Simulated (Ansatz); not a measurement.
# Ti (diamond type): the cost of one run

Program: Ansatz 0.2.0. Level of theory: DFT PBEsol, with the methods named in each step. These are calculated values, not measurements.

1 further run of the same task is left out (it didn't finish).

### Step 1. The structure to begin with

Symmetry: Fd-3m, No. 227, cubic system. The conventional cell has a = 5.582 Å, b = 5.582 Å, c = 5.582 Å, α = 90.00°, β = 90.00°, γ = 90.00°. Ti (site symmetry -43m) is surrounded by 4 Ti at 2.42 Å.

Structure file:

```cif
data_structure
_symmetry_space_group_name_H-M 'P 1'
_symmetry_Int_Tables_number 1
_cell_length_a 3.9474
_cell_length_b 3.9474
_cell_length_c 3.9474
_cell_angle_alpha 60.000
_cell_angle_beta 60.000
_cell_angle_gamma 60.000
_cell_volume 43.49
loop_
_atom_site_label
_atom_site_type_symbol
_atom_site_fract_x
_atom_site_fract_y
_atom_site_fract_z
_atom_site_occupancy
Ti1 Ti 0.87500 0.87500 0.87500 1
Ti2 Ti 0.12500 0.12500 0.12500 1
```

Atoms are numbered in the order of the input: Ti1, Ti2.

### Step 2. Shortest bond scaled by 1, PAW

Contents of input.yaml:

```yaml
crystal:
  lattice:
    - [0.0, 2.7912246522, 2.7912246522]
    - [2.7912246522, 0.0, 2.7912246522]
    - [2.7912246522, 2.7912246522, 0.0]
  atoms:
    - { symbol: Ti, position: [-0.125, -0.125, -0.125] }
    - { symbol: Ti, position: [0.125, 0.125, 0.125] }
kpoints:
  mp_grid: { grid: [9, 9, 9] }
scf:
  occupations: { method: fermi_dirac, width: 0.05 }
hamiltonian:
  xc: pbesol
  pseudopotentials: { kind: paw }
output:
  forces: true
  stress: true
  eigenvalues: true
  populations: true
```

Started as:

```console
ansatz run input.yaml --threads 1 --pin off --max-ram 2048MiB --backend cpu --events-out ev --progress --plain --runs-dir out
```

What time and memory should one allow on 1 thread of Arm Neoverse V2, shared host?

About 1.7 s, with a peak of 0.3 GiB.
